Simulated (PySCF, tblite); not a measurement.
**C4H10AlO−: geometry, infrared bands and NMR shifts**

Wanted: the infrared bands and NMR shifts of C4H10AlO− (`C[O][AlH2-][CH]1CC1`), by calculation.

The runs use tblite 0.8.0 and PySCF 2.14.0, with density-fitted response routines of our own; the level of theory stands in each step. All values are computed, except where a source is named. Atoms count from 0, in the outputs and in this text.

### Step 1. Starting geometry

16 atoms, charge -1, multiplicity 1; geometry from: force field or distance geometry start.

Bonds of the start (Å): C0–O1 1.40, O1–Al2 1.87, Al2–C3 2.01, C3–C4 1.53, C4–C5 1.52, C5–C3 1.52, C0–H6 1.11, C0–H7 1.11, C0–H8 1.11, Al2–H9 1.59, Al2–H10 1.59, C3–H11 1.10, C4–H12 1.11, C4–H13 1.11, C5–H14 1.11, C5–H15 1.12.

### Step 2. Geometry optimisation with GFN2-xTB

Job settings and geometry (Å):

```
{"job": {"kind": "relax", "xc": "GFN2-xTB", "basis": "xTB"}, "charge": -1, "multiplicity": 1}
C     -2.464200     0.473000     0.132200
O     -1.991500    -0.014800    -1.097200
Al    -0.403900    -0.964100    -0.799100
C      1.062700     0.326300    -0.347100
C      2.225500    -0.280300     0.444700
C      1.222400     0.617800     1.140600
H     -2.703000    -0.347300     0.838400
H     -3.412800     1.026200    -0.056000
H     -1.754100     1.195000     0.588800
H     -0.025700    -1.754000    -2.127300
H     -0.617400    -2.005700     0.388900
H      1.353700     1.161900    -0.993100
H      3.202800     0.206800     0.256800
H      2.141400    -1.352100     0.709300
H      0.543400     0.084800     1.835700
H      1.613200     1.635200     1.381600
```

Launch:

```bash
$ OMP_NUM_THREADS=1 python probes_run.py task.json out
```

The driver reads the jobs from task.json and runs them one after another.

Standard output:

```text
step      E/eV     max force
  0    -517.55588    1.650
  1    -517.70275    1.263
  2    -517.84718    0.609
  3    -517.86830    0.390
  4    -517.90399    0.341
  5    -517.91625    0.392
  6    -517.93090    0.275
  7    -517.94115    0.278
  8    -517.95170    0.226
  9    -517.95949    0.188
 10    -517.96642    0.197
 11    -517.97412    0.252
 12    -517.98569    0.322
 13    -518.00227    0.400
 14    -518.02379    0.526
 15    -518.04932    0.652
 16    -518.08459    0.743
 17    -518.13407    0.719
 18    -518.17948    0.669
 19    -518.19582    0.785
 20    -518.22123    0.572
 21    -518.24017    0.344
 22    -518.25793    0.247
 23    -518.27313    0.235
 24    -518.28037    0.273
 25    -518.28673    0.231
 26    -518.29353    0.135
 27    -518.29729    0.101
 28    -518.29903    0.110
 29    -518.30051    0.111
 30    -518.30232    0.099
 31    -518.30490    0.113
 32    -518.30740    0.109
 33    -518.30904    0.085
 34    -518.30998    0.068
 35    -518.31076    0.074
 36    -518.31156    0.081
 37    -518.31239    0.098
 38    -518.31335    0.087
 39    -518.31471    0.144
 40    -518.31663    0.173
 41    -518.31866    0.149
 42    -518.32018    0.082
 43    -518.32125    0.069
 44    -518.32228    0.079
 45    -518.32355    0.095
 46    -518.32501    0.128
 47    -518.32663    0.145
 48    -518.32844    0.131
 49    -518.33052    0.103
 50    -518.33255    0.102
 51    -518.33413    0.100
 52    -518.33520    0.101
 53    -518.33606    0.077
 54    -518.33674    0.054
 55    -518.33721    0.059
 56    -518.33757    0.062
 57    -518.33806    0.065
 58    -518.33882    0.077
 59    -518.33978    0.087
 60    -518.34075    0.091
 61    -518.34161    0.088
 62    -518.34235    0.077
 63    -518.34298    0.060
 64    -518.34351    0.048
 65    -518.34407    0.059
 66    -518.34492    0.111
 67    -518.34633    0.155
 68    -518.34811    0.144
 69    -518.34961    0.075
 70    -518.35046    0.063
 71    -518.35094    0.060
 72    -518.35139    0.080
 73    -518.35198    0.058
 74    -518.35295    0.059
 75    -518.35344    0.065
 76    -518.35402    0.078
 77    -518.35448    0.046
 78    -518.35478    0.046
 79    -518.35497    0.027
 80    -518.35513    0.028
 81    -518.35529    0.028
 82    -518.35544    0.029
 83    -518.35559    0.028
 84    -518.35573    0.028
 85    -518.35587    0.028
 86    -518.35603    0.038
 87    -518.35623    0.043
 88    -518.35644    0.034
 89    -518.35659    0.027
 90    -518.35668    0.027
 91    -518.35677    0.027
 92    -518.35689    0.028
 93    -518.35704    0.028
 94    -518.35722    0.030
 95    -518.35742    0.042
 96    -518.35771    0.055
 97    -518.35821    0.069
 98    -518.35894    0.071
 99    -518.35981    0.072
100    -518.36065    0.073
101    -518.36145    0.069
102    -518.36230    0.071
103    -518.36304    0.129
104    -518.36358    0.079
105    -518.36412    0.045
106    -518.36440    0.030
107    -518.36460    0.041
108    -518.36486    0.043
109    -518.36514    0.053
110    -518.36544    0.055
111    -518.36593    0.056
112    -518.36655    0.055
113    -518.36731    0.064
114    -518.36815    0.069
115    -518.36904    0.102
116    -518.36906    0.142
117    -518.37055    0.136
118    -518.37163    0.059
119    -518.37275    0.066
120    -518.37520    0.121
121    -518.37675    0.156
122    -518.38044    0.107
123    -518.38239    0.248
124    -518.36662    0.723
125    -518.38506    0.085
126    -518.38595    0.094
127    -518.38736    0.115
128    -518.38817    0.066
129    -518.38893    0.061
130    -518.39017    0.092
131    -518.39080    0.096
132    -518.39151    0.095
133    -518.39275    0.083
134    -518.39361    0.069
135    -518.39427    0.052
136    -518.39493    0.063
137    -518.39567    0.069
138    -518.39654    0.066
139    -518.39747    0.074
140    -518.39831    0.070
141    -518.39896    0.053
142    -518.39940    0.055
143    -518.39969    0.049
144    -518.39991    0.049
145    -518.40011    0.034
146    -518.40029    0.039
147    -518.40046    0.048
148    -518.40059    0.034
149    -518.40070    0.022
150    -518.40079    0.024
151    -518.40087    0.022
152    -518.40095    0.022
153    -518.40101    0.015
154    -518.40106    0.012
155    -518.40108    0.012
156    -518.40110    0.011
157    -518.40112    0.007
```

The steps of the relaxation: (not every step is listed)

| step | energy from step 0 (eV) | largest force (eV/Å) |
| --- | --- | --- |
| 0 | 0.0000 | 1.6500 |
| 1 | -0.1469 | 1.2629 |
| 2 | -0.2913 | 0.6086 |
| 3 | -0.3124 | 0.3899 |
| 4 | -0.3481 | 0.3414 |
| 5 | -0.3604 | 0.3924 |
| 6 | -0.3750 | 0.2753 |
| 7 | -0.3853 | 0.2781 |
| 8 | -0.3958 | 0.2264 |
| 22 | -0.7020 | 0.2470 |
| 36 | -0.7557 | 0.0811 |
| 50 | -0.7767 | 0.1019 |
| 64 | -0.7876 | 0.0484 |
| 78 | -0.7989 | 0.0458 |
| 92 | -0.8010 | 0.0278 |
| 106 | -0.8085 | 0.0303 |
| 120 | -0.8193 | 0.1213 |
| 134 | -0.8377 | 0.0689 |
| 148 | -0.8447 | 0.0340 |
| 152 | -0.8451 | 0.0220 |
| 153 | -0.8451 | 0.0153 |
| 154 | -0.8452 | 0.0118 |
| 155 | -0.8452 | 0.0116 |
| 156 | -0.8452 | 0.0112 |
| 157 | -0.8452 | 0.0072 |

Distances of close pairs at the start and the end, largest changes first:

| bond | before (Å) | after (Å) | change (Å) |
| --- | --- | --- | --- |
| O1–Al2 | 1.874 | 1.690 | -0.183 |
| Al2–C3 | 2.005 | 2.046 | +0.041 |
| C0–O1 | 1.405 | 1.367 | -0.037 |
| C5–H15 | 1.116 | 1.088 | -0.028 |
| C4–C5 | 1.516 | 1.488 | -0.028 |
| C5–H14 | 1.108 | 1.083 | -0.025 |
| C3–C4 | 1.532 | 1.508 | -0.024 |
| C4–H13 | 1.107 | 1.084 | -0.023 |

The final coordinates are the input of the step that follows.

### Step 3. Vibrational analysis with GFN2-xTB

Job settings and geometry (Å):

```
{"job": {"kind": "ir", "xc": "GFN2-xTB", "basis": "xTB"}, "charge": -1, "multiplicity": 1}
C     -3.184284     0.484849    -0.219532
O     -1.926971    -0.051432    -0.179806
Al    -0.393746    -0.762187    -0.149273
C      1.159773     0.558292     0.021364
C      2.411858    -0.281763    -0.019518
C      1.987260     0.340876     1.263064
H     -3.874080    -0.063838     0.440862
H     -3.602924     0.448260    -1.237519
H     -3.183866     1.538188     0.101226
H     -0.179511    -1.587977    -1.514237
H     -0.304052    -1.738742     1.128492
H      1.320973     1.555579    -0.407145
H      3.314462     0.083774    -0.502922
H      2.274577    -1.352626    -0.120427
H      1.584386    -0.314746     2.025820
H      2.588545     1.152437     1.666715
```

Standard output:

```text
mode    cm-1     km/mol
  1      32.4      0.14
  2      43.2      6.58
  3      73.5      5.02
  4     148.6      0.13
  5     159.7      0.67
  6     174.6      0.15
  7     210.5      4.53
  8     465.6    120.09
  9     503.6     40.63
 10     557.6      7.24
 11     573.3      5.33
 12     756.9    714.17
 13     795.5    333.97
 14     808.1      2.94
 15     820.2     64.16
 16     920.5      6.15
 17     957.3     21.19
 18     986.8     15.85
 19    1045.3      0.62
 20    1055.6      9.22
 21    1138.8      0.29
 22    1160.3      0.00
 23    1160.9      0.05
 24    1185.2      1.15
 25    1199.2    279.79
 26    1243.1      5.80
 27    1309.2      1.40
 28    1420.0    639.49
 29    1433.4     12.05
 30    1447.7     47.57
 31    1482.5     42.06
 32    1497.4    205.87
 33    1510.0      0.90
 34    1511.9      0.93
 35    2822.0    118.51
 36    2823.5    121.48
 37    2858.6    172.56
 38    2871.9    162.55
 39    2960.2     67.29
 40    2979.3    244.48
 41    3010.9     77.18
 42    3023.0     83.03
```

The strongest bands and the atoms that carry them (share of the mass-weighted mode):

| cm⁻¹ | km/mol | atoms |
| --- | --- | --- |
| 757 | 714.2 | H10 41 %, H9 33 %, Al2 22 % |
| 796 | 334.0 | H10 42 %, H9 36 % |
| 1199 | 279.8 | O1 56 %, C0 42 % |
| 1420 | 639.5 | H10 53 %, H9 40 % |
| 1497 | 205.9 | H9 44 %, H10 37 % |
| 2859 | 172.6 | H11 91 % |
| 2872 | 162.6 | H8 34 %, H7 33 %, H6 32 % |
| 2979 | 244.5 | H12 55 %, H15 36 % |

### Step 4. Nuclear shieldings: PBE0/pcSseg-1

Same as in step 3 but for these lines:

```diff
@@ -1,2 +1,2 @@
-{"job": {"kind": "ir", "xc": "GFN2-xTB", "basis": "xTB"}, "charge": -1, "multiplicity": 1}
+{"job": {"kind": "nmr", "xc": "PBE0", "basis": "pcSseg-1"}, "charge": -1, "multiplicity": 1}
 C     -3.184284     0.484849    -0.219532
```

Level: GIAO PBE0/pcSseg-1 NMR shielding, non-relativistic, gas phase.

Standard output:

```text
coarse grid: 13256 points
cycle   1  E = -475.4803011714  dE =  5.427e-01  |g| = 8.652e-01  |ddm| = 3.390e+00
cycle   2  E = -475.2279527377  dE =  2.523e-01  |g| = 1.429e+00  |ddm| = 2.911e+00
cycle   3  E = -475.6446271113  dE = -4.167e-01  |g| = 1.317e-01  |ddm| = 2.108e+00
cycle   4  E = -475.6471688604  dE = -2.542e-03  |g| = 7.138e-02  |ddm| = 1.733e-01
cycle   5  E = -475.6483912823  dE = -1.222e-03  |g| = 1.056e-02  |ddm| = 7.196e-02
cycle   6  E = -475.6484180252  dE = -2.674e-05  |g| = 2.979e-03  |ddm| = 1.346e-02
cycle   7  E = -475.6484200771  dE = -2.052e-06  |g| = 7.838e-04  |ddm| = 3.378e-03
final grid: 121656 points
cycle   8  E = -475.6950082461  dE = -2.592e-05  |g| = 1.045e-02  |ddm| = 2.335e-02
cycle   9  E = -475.6949887281  dE =  1.952e-05  |g| = 1.448e-02  |ddm| = 1.790e-02
cycle  10  E = -475.6950308982  dE = -4.217e-05  |g| = 1.238e-03  |ddm| = 1.112e-02
cycle  11  E = -475.6950312164  dE = -3.182e-07  |g| = 1.811e-04  |ddm| = 1.347e-03
cycle  12  E = -475.6950312228  dE = -6.468e-09  |g| = 5.735e-05  |ddm| = 2.266e-04
cycle  13  E = -475.6950312235  dE = -6.670e-10  |g| = 1.761e-05  |ddm| = 5.816e-05
converged SCF energy = -475.6950312235

GIAO shielding tensors (ppm)
atom      isotropic    diamagn.    paramagn.     s11        s22        s33       span
  0 C      132.017     236.115    -104.097    106.332    107.081    182.639     76.307
  1 O      334.464     404.639     -70.175    246.457    362.639    394.297    147.840
  2 Al     460.468     795.319    -334.851    431.729    459.473    490.203     58.474
  3 C      195.839     245.097     -49.258    163.307    191.423    232.788     69.481
  4 C      188.642     254.304     -65.662    164.747    177.399    223.779     59.032
  5 C      181.384     252.358     -70.974    154.717    170.733    218.703     63.986
  6 H       27.475      27.214       0.261     22.893     25.000     34.532     11.639
  7 H       27.435      27.409       0.026     22.883     25.004     34.418     11.536
  8 H       27.414      28.523      -1.108     22.599     25.362     34.282     11.683
  9 H       27.725      30.864      -3.139     23.846     27.125     32.202      8.356
 10 H       28.524      31.317      -2.794     24.977     28.402     32.191      7.214
 11 H       33.153      32.192       0.961     27.154     28.832     43.473     16.319
 12 H       31.949      31.531       0.418     25.819     27.917     42.113     16.294
 13 H       32.381      32.386      -0.005     25.830     29.813     41.500     15.670
 14 H       31.814      32.380      -0.567     25.141     29.256     41.044     15.903
 15 H       31.799      31.190       0.609     25.649     27.729     42.018     16.369
```

Wall time 35 s (1 thread, shared host).

Shifts follow as δ = σ(reference) − σ, with reference shieldings (ppm) from runs at the same level and on the same kind of geometry: ¹H TMS 31.72, ¹³C TMS 186.9, ¹⁷O H2O 336.1, ²⁷Al AlH4- 490.0. The references are single molecules in the gas phase, so shifts against H2O, NH3, PH3, H3PO4 or CFCl3 are not on the usual liquid scales and can be off by tens of ppm. Shifts against hydride references such as AlH4− lie on their own scale. Atoms listed in one row are averaged.

| atoms | environment | σ (ppm) | δ (ppm) |
| --- | --- | --- | --- |
| C0 | methyl carbon bonded to O | 132.0 | 54.9 |
| C4, C5 | three-membered-ring carbon | 185.0 | 1.9 |
| C3 | three-membered-ring carbon | 195.8 | -8.9 |
| H6, H7, H8 | hydrogen on a methyl carbon bonded to O | 27.44 | 4.28 |
| H9, H10 | hydrogen on an aluminium bonded to C, O | 28.12 | 3.59 |
| H12, H15 | hydrogen on a three-membered-ring carbon | 31.87 | -0.16 |
| H13, H14 | hydrogen on a three-membered-ring carbon | 32.10 | -0.38 |
| H11 | hydrogen on a three-membered-ring carbon | 33.15 | -1.44 |
| O1 | oxygen bonded to C, Al | 334.5 | 1.6 |
| Al2 | aluminium bonded to C, O, 2 H | 460.5 | 29.5 |

Charges from the same density, by scheme (e):

| atoms | Mulliken | IAO | Hirshfeld | ESP fit |
| --- | --- | --- | --- | --- |
| C0 | 0.06 | -0.15 | -0.06 | -0.02 |
| O1 | -0.76 | -0.67 | -0.32 | -0.43 |
| Al2 | 0.92 | 0.64 | 0.24 | 0.60 |
| C3 | -0.53 | -0.47 | -0.21 | -0.38 |
| C4, C5 | -0.24 | -0.29 | -0.12 | -0.31 |

Mayer bond orders: C0–O1 1.01, O1–Al2 0.74, Al2–C3 0.61, C3–C4 0.95, C4–C5 0.98, C5–C3 0.97.

Ring of atoms C3, C4, C5: NICS(0) -46.3, NICS(1) -9.5, NICS(1)zz -25.5 ppm (means of both faces).

In rings of three or four atoms NICS is ruled by the nearby σ bonds, so it says little on aromaticity.

Orbitals, density, ELF and potential are computed afterwards from the orbital file.

Frontier orbitals at PBE0/pcSseg-1, with the share of their density that lies nearest to each atom:

| orbital | energy (eV) | lies on |
| --- | --- | --- |
| HOMO | -1.78 | H9 42 %; O1 20 %; H10 16 % |
| LUMO | 5.35 | H6, H7, H8 about 19 % each; O1 8 %; H12 8 % |

ELF in a plane through or near 6 of the atoms.

Ten even steps from '0' (0.00) to '9' (1.00):
```
0000000000000000000000000000
0000000000000000000000000000
0000000000000000000000000000
0000000000000000000000000000
0000003772000000000254000000
0000008996000000002899700000
0000008997332100001999810000
0000003786775410010799600000
0000001354877730462566300000
0000003687638921786742510000
0000014632559610653746520000
0000003578413077188512210000
0000001799600042046300000000
0000001899602755311000000000
0000000598106999930000000000
0000000011006999960000000000
0000000000004899720000000000
0000000000000354200000000000
0000000000000000000000000000
0000000000000000000000000000
```
The map spans 12.8 Å across and 9.6 Å up, centred on the molecule. Atoms in the plane (x, y in Å): C0 (3.2, 0.3), O1 (1.9, -0.2), Al2 (0.4, -0.8), C4 (-2.4, -0.4), H8 (3.2, 1.4), H13 (-2.3, -1.4).

On the surface of density 0.002 e/bohr³ the electrostatic potential runs, from the 1st to the 99th percentile, from -5.43 to -2.72 V.

### Step 5. Results

```
                                                               quantity                                value
                              strongest single infrared mode (GFN2-xTB)                 757 cm⁻¹, 714 km/mol
                                           zero-point energy (GFN2-xTB)                        76.0 kcal/mol
¹³C shifts against TMS (PBE0/pcSseg-1, means over atoms taken as alike)                  54.9, 1.9, -8.9 ppm
 ¹H shifts against TMS (PBE0/pcSseg-1, means over atoms taken as alike)  4.28, 3.59, -0.16, -0.38, -1.44 ppm
                                 ¹⁷O shifts against H2O (PBE0/pcSseg-1)                              1.6 ppm
                              ²⁷Al shifts against AlH4- (PBE0/pcSseg-1)                             29.5 ppm
```

**Reading.** Relaxing lowered the energy by 0.845 eV in 157 steps; the close pair that moved most is O1–Al2, from 1.874 to 1.690 Å. No mode is imaginary among the 42: a minimum at this level. The strongest single mode, at 757 cm⁻¹, moves mainly H10 and H9. GFN2-xTB is a fitted tight-binding method: band positions and strengths are rough. Its intensities can rank the bands wrongly. C0 (methyl carbon bonded to O) lies farthest downfield among carbon, at 54.9 ppm; deshielded by the electronegative neighbour. The most deshielded hydrogen is H6, H7, H8 (mean) (hydrogen on a methyl carbon bonded to O), at 4.28 ppm: its carbon carries O, hence the downfield position. At PBE0/pcSseg-1: The largest span, 148 ppm, is at O1, where the paramagnetic term is -70 ppm.
